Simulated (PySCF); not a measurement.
Cl2BGeH3, in a box:

```
Cl B Ge H
1.0
    13.00000    0.00000    0.00000
     0.00000   13.00000    0.00000
     0.00000    0.00000   13.00000
Cl B Ge H
2 1 1 3
Direct
  0.61698 0.41142 0.62096
  0.39915 0.35268 0.57450
  0.49828 0.44267 0.56733
  0.47294 0.58270 0.49628
  0.43962 0.56440 0.38427
  0.38502 0.63930 0.55158
  0.56958 0.65055 0.49747
```

Base run:

```yaml
Program: PySCF 2.14.0
Functional: SOGGA11
Potentials_or_basis: pob-tzvp-rev2 (all-electron)
k_mesh: 1 × 1 × 1
Occupations: fixed
Spin: no spin polarisation
```

Its results: gap between the frontier levels 4.30 eV.

**Question.** The run is repeated on the same cell with these changes: functional from SOGGA11 to SCAN0. What comes out?

**Answer.** Gap between the frontier levels 6.78 eV.

SCAN0 gives the wider gap, since exact exchange removes part of the self-interaction.

Caveats: this is a molecule in a periodic box at the Γ point, so its band gap is the HOMO-LUMO gap; relativity is left out, which matters for the heavier elements; the basis of atomic orbitals isn't converged, which shifts pressures, moduli and gaps; this basis is made for solids and lacks diffuse functions, so gaps of a molecule come out too wide by an eV or more.

A k mesh can miss the band edges.

Not every run made on this cell is shown here.
